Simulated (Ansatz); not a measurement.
**C9H13N: basis-set convergence**

How large a basis does C9H13N need? Two functionals are run in growing sets.

Computed with Ansatz 0.2.0, Gaussian basis. Level: one geometry, several basis sets.

Plan: PBE0-D4/def2-SVP; ωB97M-V/def2-SVP; PBE0-D4/def2-QZVPP; ωB97M-V/def2-QZVPP; the functionals' def2-TZVPP values are taken from earlier runs.

**1. The relaxed structure**

An earlier PBE0-D4 in a triple-zeta def2 set relaxation fixed the geometry.

SMILES `CC(C)(C)c1cccnc1`, 23 atoms, charge 0, spin multiplicity 1.

Atoms are counted from 1 here; the program's logs count them from 0.

Bond lengths: C1–C2 1.525 Å, C1–H11 1.093 Å, C1–H12 1.092 Å, C1–H13 1.093 Å, C2–C3 1.532 Å, C2–C4 1.532 Å, C2–C5 1.521 Å, C3–H14 1.093 Å, C3–H15 1.093 Å, C3–H16 1.092 Å, C4–H17 1.092 Å, C4–H18 1.093 Å, C4–H19 1.093 Å, C5–C6 1.388 Å, C5–C10 1.397 Å, C6–C7 1.387 Å, C6–H20 1.083 Å, C7–C8 1.383 Å and more. Angles: C2–C1–H11 111.8°, C2–C1–H12 109.5°, C2–C1–H13 111.8°, H11–C1–H12 107.6°, H11–C1–H13 108.4°, H12–C1–H13 107.6°, C1–C2–C3 108.5°, C1–C2–C4 108.4°, C1–C2–C5 111.9°, C3–C2–C4 109.4°, C3–C2–C5 109.3°, C4–C2–C5 109.3°, C2–C3–H14 110.2°, C2–C3–H15 110.9°, C2–C3–H16 111.7°, H14–C3–H15 108.2°, H14–C3–H16 107.8°, H15–C3–H16 107.9° and more.

Coordinates:

```
C    -0.0874   -1.4880   -1.4620
C    -0.5625   -0.8136   -0.1795
C    -0.4322   -1.8156    0.9723
C    -2.0344   -0.4249   -0.3526
C     0.2510    0.4306    0.1432
C     1.2995    0.8909   -0.6412
C     1.9871    2.0364   -0.2697
C     1.6051    2.6956    0.8842
N     0.6054    2.2792    1.6552
C    -0.0389    1.1832    1.2835
H    -0.1819   -0.8269   -2.3272
H    -0.6964   -2.3740   -1.6557
H     0.9536   -1.8125   -1.3883
H    -1.0153   -2.7152    0.7571
H     0.6100   -2.1106    1.1162
H    -0.7954   -1.3986    1.9134
H    -2.4412    0.0300    0.5525
H    -2.6338   -1.3104   -0.5812
H    -2.1552    0.2896   -1.1704
H     1.5879    0.3643   -1.5423
H     2.8084    2.4108   -0.8693
H     2.1204    3.5961    1.2065
H    -0.8490    0.8769    1.9407
```

**2. PBE0-D4 in def2-SVP**

File in.yaml:

```yaml
crystal:
  periodic: [false, false, false]
  atoms:
    - {symbol: C, position_ang: [-0.087447, -1.487988, -1.461994]}
    - {symbol: C, position_ang: [-0.562486, -0.813592, -0.179483]}
    - {symbol: C, position_ang: [-0.432175, -1.815599, 0.972261]}
    - {symbol: C, position_ang: [-2.034362, -0.424887, -0.352587]}
    - {symbol: C, position_ang: [0.250953, 0.430636, 0.143158]}
    - {symbol: C, position_ang: [1.299483, 0.890943, -0.641206]}
    - {symbol: C, position_ang: [1.987068, 2.036381, -0.269691]}
    - {symbol: C, position_ang: [1.605079, 2.695627, 0.884236]}
    - {symbol: N, position_ang: [0.605400, 2.279200, 1.655216]}
    - {symbol: C, position_ang: [-0.038891, 1.183187, 1.283542]}
    - {symbol: H, position_ang: [-0.181908, -0.826900, -2.327223]}
    - {symbol: H, position_ang: [-0.696350, -2.374042, -1.655726]}
    - {symbol: H, position_ang: [0.953628, -1.812501, -1.388333]}
    - {symbol: H, position_ang: [-1.015303, -2.715232, 0.757124]}
    - {symbol: H, position_ang: [0.610000, -2.110580, 1.116192]}
    - {symbol: H, position_ang: [-0.795377, -1.398632, 1.913437]}
    - {symbol: H, position_ang: [-2.441198, 0.029962, 0.552494]}
    - {symbol: H, position_ang: [-2.633786, -1.310390, -0.581157]}
    - {symbol: H, position_ang: [-2.155216, 0.289566, -1.170397]}
    - {symbol: H, position_ang: [1.587921, 0.364289, -1.542335]}
    - {symbol: H, position_ang: [2.808407, 2.410752, -0.869318]}
    - {symbol: H, position_ang: [2.120432, 3.596125, 1.206489]}
    - {symbol: H, position_ang: [-0.848972, 0.876875, 1.940699]}
basis:
  gaussian: {orbitals: def2-SVP}
hamiltonian: {xc: pbe0, dispersion: d4}
output: {orbitals: {seedname: orbitals}}
```

The runs that follow: ωB97M-V in def2-SVP; PBE0-D4 in def2-QZVPP; ωB97M-V in def2-QZVPP.

Q: Predict the results of all the runs planned. Wanted: PBE0-D4: double and triple zeta above quadruple; ωB97M-V: double and triple zeta above quadruple.

**Answer**, as computed:

| quantity | value |
| --- | --- |
| PBE0-D4: double and triple zeta above quadruple | 12.37, 0.59 eV |
| ωB97M-V: double and triple zeta above quadruple | 12.96, 0.56 eV |

PBE0-D4 gains 11.78 eV from double to triple zeta, then 0.59 eV more. These are total energies; as a rule much of such shifts cancels in differences, which this series doesn't test.
